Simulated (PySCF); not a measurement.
# H3InO2S: the cost of one run

Programs: PySCF 2.14.0. All values are calculated, for the isolated system unless a continuum is named. Atoms count from 0, parts from 1.

## (1) Starting point

Each species was relaxed by itself at PBE0-D3(BJ)/def2-SVPD.

## (2) Reaction energy: wB97M-D3(BJ)/def2-TZVPD

Job settings and geometry (Å):

```
{"job": {"kind": "react", "xc": "wB97M-D3(BJ)", "basis": "def2-TZVPD"}, "charge": 0, "multiplicity": 1}
-1 H3InO3 charge 0 multiplicity 1
O      1.047310     0.272050     1.441790
In    -0.078300     0.073210    -0.205630
O     -1.277290    -1.483160    -0.553670
O      0.003680     1.511940    -1.575040
H      0.969040    -0.451250     2.071210
H     -1.273060    -2.141560     0.147920
H      0.608660     2.218790    -1.326560

-1 H2S charge 0 multiplicity 1
S     -0.004710     0.615450    -0.002180
H     -0.982230    -0.315610    -0.000760
H      0.967540    -0.321110     0.003140

+1 H3InO2S charge 0 multiplicity 1
O      1.981700     0.682040    -0.387560
In     0.141790     0.143470     0.188780
O     -1.055600    -0.902650    -1.035790
S     -0.717060     0.709460     2.334610
H      2.213730     0.398850    -1.277430
H     -0.675800    -1.117020    -1.893250
H     -1.889160     0.085500     2.069940

+1 H2O charge 0 multiplicity 1
O      0.001460     0.389390    -0.002020
H     -0.763610    -0.191850    -0.000180
H      0.762170    -0.197510     0.002240
```

Level: wB97M-D3(BJ)/def2-TZVPD reaction energy of separated species, gas phase.

Started as:

```console
$ OMP_NUM_THREADS=1 python cluster_run.py task.json out
```

One launch serves the whole session: the jobs run in the order shown.

**Question.** How long does this first job take on 1 thread of Arm Neoverse N1, shared host, and how much memory does it need?

About 63 s, with a peak of 0.78 GiB.
